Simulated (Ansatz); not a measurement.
# W (bcc type): the cost of one run

Program: Ansatz 0.2.0. Level of theory: DFT PBE, with the methods named in each step. These are calculated values, not measurements.

### Step 1. The starting structure

Symmetry: Im-3m, No. 229, cubic system. Conventional cell: a = 3.184 Å, b = 3.184 Å, c = 3.184 Å, α = 90.00°, β = 90.00°, γ = 90.00°. Around W (site symmetry m-3m) lie 8 W at 2.76 Å.

As a file:

```cif
data_structure
_symmetry_space_group_name_H-M 'Im-3m'
_symmetry_Int_Tables_number 229
_cell_length_a 3.1844
_cell_length_b 3.1844
_cell_length_c 3.1844
_cell_angle_alpha 90.000
_cell_angle_beta 90.000
_cell_angle_gamma 90.000
_cell_volume 32.29
loop_
_atom_site_label
_atom_site_type_symbol
_atom_site_symmetry_multiplicity
_atom_site_Wyckoff_symbol
_atom_site_fract_x
_atom_site_fract_y
_atom_site_fract_z
_atom_site_occupancy
W1 W 2 a 0.00000 0.00000 0.00000 1
```

The file gives the conventional cell by its symmetry; the runs use the cell typed in the input.

### Step 2. Bulk cell relaxed, PAW

The input, input.yaml:

```yaml
crystal:
  lattice:
    - [-1.5921819128, 1.5921819128, 1.5921819128]
    - [1.5921819128, -1.5921819128, 1.5921819128]
    - [1.5921819128, 1.5921819128, -1.5921819128]
  atoms:
    - { symbol: W, position: [0.0, 0.0, 0.0] }
kpoints:
  mp_grid: { grid: [19, 19, 19] }
scf:
  occupations: { method: fermi_dirac, width: 0.08 }
hamiltonian:
  xc: pbe
  pseudopotentials: { kind: paw }
output:
  forces: true
  stress: true
relax:
  f_tol: 0.005
  max_steps: 40
  cell: {}
```

On the command line:

```sh
$ ansatz run input.yaml --threads 2 --pin off --max-ram 4096MiB --backend cpu --events-out ev --progress --plain --runs-dir out
```

Q: Estimate wall time and peak memory on 2 threads of Intel Xeon 6975P-C (Granite Rapids), shared host.

About 2.4 s, with a peak of 0.36 GiB.
